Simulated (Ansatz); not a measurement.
# Ca27BrO26 (Lime): the cost of one run

Method: DFT, PBE, plane-wave PAW, default files, scalar-relativistic, as far as a step names no other, in Ansatz 0.2.0.

1 further run of the same task is left out (it didn't finish).

## (1) The system as given

The structure is trigonal, space group R3m (No. 160). The conventional cell has a = 10.210 Å, b = 10.210 Å, c = 25.009 Å, α = 90.00°, β = 90.00°, γ = 120.00°. Around Ca (site symmetry 3m) lie 6 O at 2.41 Å. Ca (site symmetry m) is surrounded by 5 O at 2.41 Å and 1 Br at 2.48 Å. Ca (site symmetry m) has 6 O at 2.41 Å as nearest neighbours. Around Ca (site symmetry m) lie 1 Br at 2.34 Å and 5 O at 2.41 Å. Ca (site symmetry 1) has 6 O at 2.41 Å as nearest neighbours. Only part of the 20 independent sites is listed.

Structure file:

```
CELL_PARAMETERS angstrom
0.00000 7.21950 7.21950
7.21950 0.00000 7.21950
7.21950 7.21950 0.00000
ATOMIC_POSITIONS crystal
Ca 0.00000 0.00000 0.00000
Ca 0.00000 0.00000 0.33333
Ca 0.00000 0.00000 0.66667
Ca 0.00000 0.33333 0.00000
Ca 0.00000 0.33333 0.33333
Ca 0.00000 0.33333 0.66667
Ca 0.00000 0.66667 0.00000
Ca 0.00000 0.66667 0.33333
Ca 0.00000 0.66667 0.66667
Ca 0.33333 0.00000 0.00000
Ca 0.33333 0.00000 0.33333
Ca 0.33333 0.00000 0.66667
Ca 0.33333 0.33333 0.00000
Ca 0.33333 0.33333 0.33333
Ca 0.33333 0.33333 0.66667
Ca 0.33333 0.66667 0.00000
Ca 0.33333 0.66667 0.33333
Ca 0.33333 0.66667 0.66667
Ca 0.66667 0.00000 0.00000
Ca 0.66667 0.00000 0.33333
Ca 0.66667 0.00000 0.66667
Ca 0.66667 0.33333 0.00000
Ca 0.66667 0.33333 0.33333
Ca 0.66667 0.33333 0.66667
Ca 0.66667 0.66667 0.00000
Ca 0.66667 0.66667 0.33333
Ca 0.66667 0.66667 0.66667
Br 0.17146 0.17146 0.17146
O 0.16667 0.16667 0.50000
O 0.16667 0.16667 0.83333
O 0.16667 0.50000 0.16667
O 0.16667 0.50000 0.50000
O 0.16667 0.50000 0.83333
O 0.16667 0.83333 0.16667
O 0.16667 0.83333 0.50000
O 0.16667 0.83333 0.83333
O 0.50000 0.16667 0.16667
O 0.50000 0.16667 0.50000
O 0.50000 0.16667 0.83333
O 0.50000 0.50000 0.16667
O 0.50000 0.50000 0.50000
O 0.50000 0.50000 0.83333
O 0.50000 0.83333 0.16667
O 0.50000 0.83333 0.50000
O 0.50000 0.83333 0.83333
O 0.83333 0.16667 0.16667
O 0.83333 0.16667 0.50000
O 0.83333 0.16667 0.83333
O 0.83333 0.50000 0.16667
O 0.83333 0.50000 0.50000
O 0.83333 0.50000 0.83333
O 0.83333 0.83333 0.16667
O 0.83333 0.83333 0.50000
O 0.83333 0.83333 0.83333
```

Atom 28 of the input is the impurity.

## (2) Relaxing the atoms in the given cell

Contents of input.yaml:

```yaml
crystal:
  lattice:
    - [0.0, 7.2195, 7.2195]
    - [7.2195, 0.0, 7.2195]
    - [7.2195, 7.2195, 0.0]
  atoms:
    - { symbol: Ca, position: [0.0, 0.0, 0.0] }
    - { symbol: Ca, position: [0.0, 0.0, 0.3333333333] }
    - { symbol: Ca, position: [0.0, 0.0, 0.6666666667] }
    - { symbol: Ca, position: [0.0, 0.3333333333, 0.0] }
    - { symbol: Ca, position: [0.0, 0.3333333333, 0.3333333333] }
    - { symbol: Ca, position: [0.0, 0.3333333333, 0.6666666667] }
    - { symbol: Ca, position: [0.0, 0.6666666667, 0.0] }
    - { symbol: Ca, position: [0.0, 0.6666666667, 0.3333333333] }
    - { symbol: Ca, position: [0.0, 0.6666666667, 0.6666666667] }
    - { symbol: Ca, position: [0.3333333333, 0.0, 0.0] }
    - { symbol: Ca, position: [0.3333333333, 0.0, 0.3333333333] }
    - { symbol: Ca, position: [0.3333333333, 0.0, 0.6666666667] }
    - { symbol: Ca, position: [0.3333333333, 0.3333333333, 0.0] }
    - { symbol: Ca, position: [0.3333333333, 0.3333333333, 0.3333333333] }
    - { symbol: Ca, position: [0.3333333333, 0.3333333333, 0.6666666667] }
    - { symbol: Ca, position: [0.3333333333, 0.6666666667, 0.0] }
    - { symbol: Ca, position: [0.3333333333, 0.6666666667, 0.3333333333] }
    - { symbol: Ca, position: [0.3333333333, 0.6666666667, 0.6666666667] }
    - { symbol: Ca, position: [0.6666666667, 0.0, 0.0] }
    - { symbol: Ca, position: [0.6666666667, 0.0, 0.3333333333] }
    - { symbol: Ca, position: [0.6666666667, 0.0, 0.6666666667] }
    - { symbol: Ca, position: [0.6666666667, 0.3333333333, 0.0] }
    - { symbol: Ca, position: [0.6666666667, 0.3333333333, 0.3333333333] }
    - { symbol: Ca, position: [0.6666666667, 0.3333333333, 0.6666666667] }
    - { symbol: Ca, position: [0.6666666667, 0.6666666667, 0.0] }
    - { symbol: Ca, position: [0.6666666667, 0.6666666667, 0.3333333333] }
    - { symbol: Ca, position: [0.6666666667, 0.6666666667, 0.6666666667] }
    - { symbol: Br, position: [0.1714649236, 0.1714649236, 0.1714649236], spin: 1.0 }
    - { symbol: O, position: [0.1666666667, 0.1666666667, 0.5] }
    - { symbol: O, position: [0.1666666667, 0.1666666667, 0.8333333333] }
    - { symbol: O, position: [0.1666666667, 0.5, 0.1666666667] }
    - { symbol: O, position: [0.1666666667, 0.5, 0.5] }
    - { symbol: O, position: [0.1666666667, 0.5, 0.8333333333] }
    - { symbol: O, position: [0.1666666667, 0.8333333333, 0.1666666667] }
    - { symbol: O, position: [0.1666666667, 0.8333333333, 0.5] }
    - { symbol: O, position: [0.1666666667, 0.8333333333, 0.8333333333] }
    - { symbol: O, position: [0.5, 0.1666666667, 0.1666666667] }
    - { symbol: O, position: [0.5, 0.1666666667, 0.5] }
    - { symbol: O, position: [0.5, 0.1666666667, 0.8333333333] }
    - { symbol: O, position: [0.5, 0.5, 0.1666666667] }
    - { symbol: O, position: [0.5, 0.5, 0.5] }
    - { symbol: O, position: [0.5, 0.5, 0.8333333333] }
    - { symbol: O, position: [0.5, 0.8333333333, 0.1666666667] }
    - { symbol: O, position: [0.5, 0.8333333333, 0.5] }
    - { symbol: O, position: [0.5, 0.8333333333, 0.8333333333] }
    - { symbol: O, position: [0.8333333333, 0.1666666667, 0.1666666667] }
    - { symbol: O, position: [0.8333333333, 0.1666666667, 0.5] }
    - { symbol: O, position: [0.8333333333, 0.1666666667, 0.8333333333] }
    - { symbol: O, position: [0.8333333333, 0.5, 0.1666666667] }
    - { symbol: O, position: [0.8333333333, 0.5, 0.5] }
    - { symbol: O, position: [0.8333333333, 0.5, 0.8333333333] }
    - { symbol: O, position: [0.8333333333, 0.8333333333, 0.1666666667] }
    - { symbol: O, position: [0.8333333333, 0.8333333333, 0.5] }
    - { symbol: O, position: [0.8333333333, 0.8333333333, 0.8333333333] }
magnetization:
  spin_polarized: true
kpoints:
  mp_grid: { grid: [2, 2, 2] }
scf:
  occupations: { method: fermi_dirac, width: 0.01 }
hamiltonian:
  xc: pbe
  pseudopotentials: { kind: paw }
output:
  forces: true
  stress: true
  populations: true
  efg:
    quadrupole_moments_barn: { Ca: -0.0408, Br: 0.2579, O: -0.02558 }
    contact_densities: true
relax:
  f_tol: 0.03
  max_steps: 40
```

Started as:

```sh
$ ansatz run input.yaml --threads 4 --pin off --max-ram 10240MiB --backend cpu --events-out ev --progress --plain --runs-dir out
```

**Question.** How long does this run take on 4 threads of Arm Neoverse V1, shared host, and how much memory does it need?

About 3.5 min, with a peak of 4.4 GiB.
